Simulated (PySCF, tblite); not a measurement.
# C₅H₇FSi: geometry, infrared bands and NMR shifts

Wanted: the infrared bands and NMR shifts of C₅H₇FSi (`C#C[C@@H]1C[SiH2][C@@H]1F`), by calculation.

The runs use tblite 0.8.0 and PySCF 2.14.0, with density-fitted response routines of our own; the level of theory stands in each step. All values are computed, except where a source is named. Atoms are numbered from 0 throughout.

## Step 1: Starting geometry

14 atoms, charge 0, multiplicity 1; geometry from: force field or distance geometry start.

Bonds of the start (Å): C0–C1 1.22, C1–C2 1.43, C2–C3 1.52, C3–Si4 1.86, Si4–C5 1.85, C5–F6 1.37, C5–C2 1.50, C0–H7 1.06, C2–H8 1.12, C3–H9 1.09, C3–H10 1.11, Si4–H11 1.46, Si4–H12 1.46, C5–H13 1.12.

## Step 2: Geometry optimisation with GFN2-xTB

The job: settings as JSON, then the geometry in Å.

```
{"job": {"kind": "relax", "xc": "GFN2-xTB", "basis": "xTB"}, "charge": 0, "multiplicity": 1}
C      2.561900     0.006000     0.604700
C      1.541100     0.063300    -0.058200
C      0.347900     0.118600    -0.845000
C     -0.656100     1.115100    -0.282800
Si    -1.164100    -0.133200     0.997000
C     -0.612600    -0.992800    -0.543000
F      0.012000    -2.200500    -0.339800
H      3.457400    -0.022600     1.177700
H      0.512800     0.262400    -1.946700
H     -0.264300     2.029400     0.151700
H     -1.478000     1.280000    -1.010300
H     -2.589100    -0.268400     1.258000
H     -0.275800    -0.187600     2.154500
H     -1.393900    -1.070100    -1.339900
```

Launch:

```bash
$ OMP_NUM_THREADS=1 python probes_run.py task.json out
```

This one command runs all jobs of the session in turn.

**Question.** This job is followed by: GFN2-xTB harmonic vibrations, gas phase; GIAO PBE0/pcSseg-1 NMR shielding, non-relativistic, gas phase. What will the session give for the following? strongest single infrared mode (GFN2-xTB); zero-point energy (GFN2-xTB); 13C shifts against TMS (PBE0/pcSseg-1); 1H shifts against TMS (PBE0/pcSseg-1); 29Si shifts against TMS (PBE0/pcSseg-1); 19F shifts against CFCl3 (PBE0/pcSseg-1); surface potential, 1st and 99th percentile.

**Answer**, as computed:

```
                                 quantity                                         value
strongest single infrared mode (GFN2-xTB)                         2285 cm⁻¹, 351 km/mol
             zero-point energy (GFN2-xTB)                                 61.4 kcal/mol
   13C shifts against TMS (PBE0/pcSseg-1)              88.9, 88.1, 82.7, 35.8, 11.0 ppm
    1H shifts against TMS (PBE0/pcSseg-1)  5.29, 5.05, 4.81, 3.78, 1.93, 1.44, 1.40 ppm
  29Si shifts against TMS (PBE0/pcSseg-1)                                     -25.6 ppm
 19F shifts against CFCl3 (PBE0/pcSseg-1)                                    -223.3 ppm
    surface potential, 1st and 99th percentile                            -1.44 V and 1.36 V
```

**Reading.** Relaxing lowered the energy by 0.629 eV in 63 steps; the close pair that moved most is Si4–C5, from 1.848 to 1.931 Å. All 36 modes are real, so the xTB geometry is a minimum. The strongest single mode, at 2285 cm⁻¹, moves mainly H11. Unscaled tight-binding wavenumbers are off by several per cent, some by more. Its intensities can rank the bands wrongly. C5 (sp3 CH bonded to F and Si) lies farthest downfield among carbon, at 88.9 ppm; pulled downfield by the heteroatom. H13 (hydrogen on an sp3 CH bonded to F and Si) lies farthest downfield among hydrogen, at 5.29 ppm; its carbon carries F, which withdraws density. At PBE0/pcSseg-1: Shielding is most anisotropic at C1 (span 305 ppm, paramagnetic term -163 ppm).
